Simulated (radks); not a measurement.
# Nuclear size and the levels of As

Aim: how the total energy, the levels and the density at the nucleus of As respond when the nuclear radius is scaled.

The numbers are computed with radks (a radial shooting solver on a logarithmic mesh, Libxc functionals) version 1 (Dirac Kohn-Sham, BLYP, spin-unpolarised, spherical densities, finite nucleus; open shells fill j = l - 1/2 first), except any that are marked as measured or tabulated.

**1. What is computed**

- element: arsenic (Z = 33)
- charge: 0
- electrons: 33
- configuration: [Ar] 3d10 4s2 4p3
- nuclear rms radius: 4.0968 fm

**2. rms radius 4.0968 fm**

The run's settings:

```text
Z 33
configuration [Ar] 3d10 4s2 4p3 5s0 4d0
relativity Dirac
functional b88,lyp
spin unpolarised
j_filling energy
nucleus finite rms 4.0968 fm
c 137.035999084
```

**3. rms radius 3.5232 fm**

Input: that of step 2 with these lines changed.

```diff
@@ -6,3 +6,3 @@
 j_filling energy
-nucleus finite rms 4.0968 fm
+nucleus finite rms 3.5232 fm
 c 137.035999084
```

**4. rms radius 3.7527 fm**

Input: that of step 3 with these lines changed.

```diff
@@ -6,3 +6,3 @@
 j_filling energy
-nucleus finite rms 3.5232 fm
+nucleus finite rms 3.7527 fm
 c 137.035999084
```

**5. rms radius 4.2771 fm**

Input: that of step 4 with these lines changed.

```diff
@@ -6,3 +6,3 @@
 j_filling energy
-nucleus finite rms 3.7527 fm
+nucleus finite rms 4.2771 fm
 c 137.035999084
```

**6. rms radius 4.9817 fm**

Input: that of step 5 with these lines changed.

```diff
@@ -6,3 +6,3 @@
 j_filling energy
-nucleus finite rms 4.2771 fm
+nucleus finite rms 4.9817 fm
 c 137.035999084
```

Q: Predict the outcome of this session. Wanted: for each run, rms radius; total energy shift; density at nucleus; 1s1/2 shift; 2s1/2 shift; 3s1/2 shift; 3p1/2 shift; 4s1/2 shift.

**Answer**, as computed:

```csv
rms radius (fm),total energy shift (eV),density at nucleus (e/bohr³),1s1/2 shift (meV),2s1/2 shift (meV),3s1/2 shift (meV),3p1/2 shift (meV),4s1/2 shift (meV)
3.5232,-0.103,3.594e+04,-43.9,-4.33,-0.656,0.0638,-0.0541
3.7527,-0.0638,3.578e+04,-27.1,-2.67,-0.405,0.0394,-0.0334
4.0968,0,3.557e+04,0,0,0,0,0
4.2771,0.0355,3.547e+04,15.1,1.49,0.225,-0.0219,0.0186
4.9817,0.188,3.511e+04,79.8,7.86,1.19,-0.116,0.0983
```

In words: Shifts are against the first run. Over the range the 1s1/2 level moves by 0.124 eV and the 4s1/2 level by 0.152 meV. A larger nucleus binds the 1s electrons less and lowers the density at its centre. These are shifts of eigenvalues, not the field shifts of spectral lines.
